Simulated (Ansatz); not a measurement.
# YbAl2Ge2: the cost of one run

Method: DFT, r2SCAN, no spin polarisation, plane waves, PAW, in Ansatz 0.2.0.

## Step 1: The cell

It takes space group P-3m1 (No. 164, trigonal). The conventional cell has a = 4.168 Å, b = 4.168 Å, c = 7.036 Å, α = 90.00°, β = 90.00°, γ = 120.00°. Around Yb (site symmetry -3m) lie 6 Ge at 3.02 Å. Ge (site symmetry 3m) is surrounded by 4 Al at 2.53 to 2.63 Å. Around Al (site symmetry 3m) lie 4 Ge at 2.53 to 2.63 Å.

Coordinates:

```xyz
5
Lattice="4.1677 0.0000 0.0000 -2.0839 3.6094 0.0000 0.0000 0.0000 7.0362" Properties=species:S:1:pos:R:3 pbc="T T T"
Yb    0.0000    0.0000    0.0000
Ge   -0.0002    2.4064    5.2176
Ge    2.0841    1.2030    1.8186
Al   -0.0002    2.4064    2.5893
Al    2.0841    1.2030    4.4468
```

The run starts from a saved solution of this cell (checkpoint.read), perhaps found on another mesh.

## Step 2: The calculation

The input, input.yaml:

```yaml
crystal:
  lattice:
    - [4.16773542, 0.0, 0.0]
    - [-2.08386771, 3.6093612, 0.0]
    - [0.0, 0.0, 7.03615148]
  atoms:
    - { symbol: Yb, position: [0.0, 0.0, 0.0] }
    - { symbol: Ge, position: [0.3333, 0.6667, 0.74154] }
    - { symbol: Ge, position: [0.6667, 0.3333, 0.25846] }
    - { symbol: Al, position: [0.3333, 0.6667, 0.368] }
    - { symbol: Al, position: [0.6667, 0.3333, 0.632] }
kpoints:
  mp_grid: { grid: [7, 7, 4], shift: [0, 0, 0] }
  band_path:
    path:
      - [0.0, 0.0, 0.0]
      - [0.5, -2.5e-07, 0.0]
      - [0.33333333, 0.33333309, 0.0]
      - [0.0, 0.0, 0.0]
      - [0.0, 0.0, 0.5]
      - [0.5, -2.5e-07, 0.5]
      - [0.33333333, 0.33333309, 0.5]
      - [0.0, 0.0, 0.5]
      - [0.5, -2.5e-07, 0.5]
      - [0.5, -2.5e-07, 0.0]
      - [0.33333333, 0.33333309, 0.5]
    npoints: 6
magnetization:
  spin_polarized: false
scf:
  occupations: { method: fermi_dirac }
  lower_state_search: "off"
  max_iter: 200
hamiltonian:
  pseudopotentials: { kind: paw }
  xc: r2scan
basis:
  ecutwfc: 500
  fft_grid_basis: typed
output:
  forces: true
  stress: true
  eigenvalues: true
  bader: true
  populations: true
  elf: true
  write_potential: true
  volumetric_format: npy
  dos:
    e_range: [-12, 8]
    de: 0.05
    projected: { site_lists: { Al: [Al], Ge: [Ge], Yb: [Yb] } }
checkpoint:
  read: saved_state
```

Q: Estimate wall time and peak memory on 1 thread of an Arm CPU, shared host.

About 2 min, with a peak of 0.74 GiB.
